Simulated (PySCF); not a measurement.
# C4H12N2Si: the cost of one run

Computed with PySCF 2.14.0 and routines of our own; the level stands in each step. Atoms count from 0.

## 1. The starting structure

19 atoms, charge 0, multiplicity 1; geometry from: GFN2-xTB.

## 2. Magnetic properties: GIAO B3LYP/pcSseg-1

What the job is given:

```
{"job": {"kind": "mag", "xc": "B3LYP", "basis": "pcSseg-1", "isotopologues": 2}, "charge": 0, "multiplicity": 1}
C      1.634203    -2.407021     0.673689
N      0.722899    -1.605281     0.958414
Si     0.268217    -0.039794     0.339275
C      1.468273     0.711418    -0.934074
N      0.180905     1.088584     1.650000
C     -1.491589    -0.291108    -0.337439
C     -2.131315     1.005303    -0.816037
H      2.380305    -2.258897    -0.114520
H      1.718877    -3.336987     1.232727
H      2.495200     0.619923    -0.591676
H      1.398585     0.205465    -1.892435
H      1.270783     1.764999    -1.098675
H     -0.505858     0.911407     2.365590
H      1.043465     1.380438     2.081600
H     -2.112271    -0.730175     0.443202
H     -1.478358    -1.008305    -1.158737
H     -3.147374     0.831700    -1.169296
H     -1.557017     1.437383    -1.631803
H     -2.167735     1.730199    -0.007268
```

Level: GIAO B3LYP/pcSseg-1 magnetisability, rotational g tensor and spin-rotation constants, non-relativistic, gas phase.

Started as:

```bash
$ OMP_NUM_THREADS=1 python excited_run.py task.json out
```

One launch serves the whole session: the jobs run in the order shown.

**Question.** How long does this job take on 1 thread of Arm Neoverse V1, shared host, and how much memory does it need?

About 40 s, with a peak of 0.85 GiB.
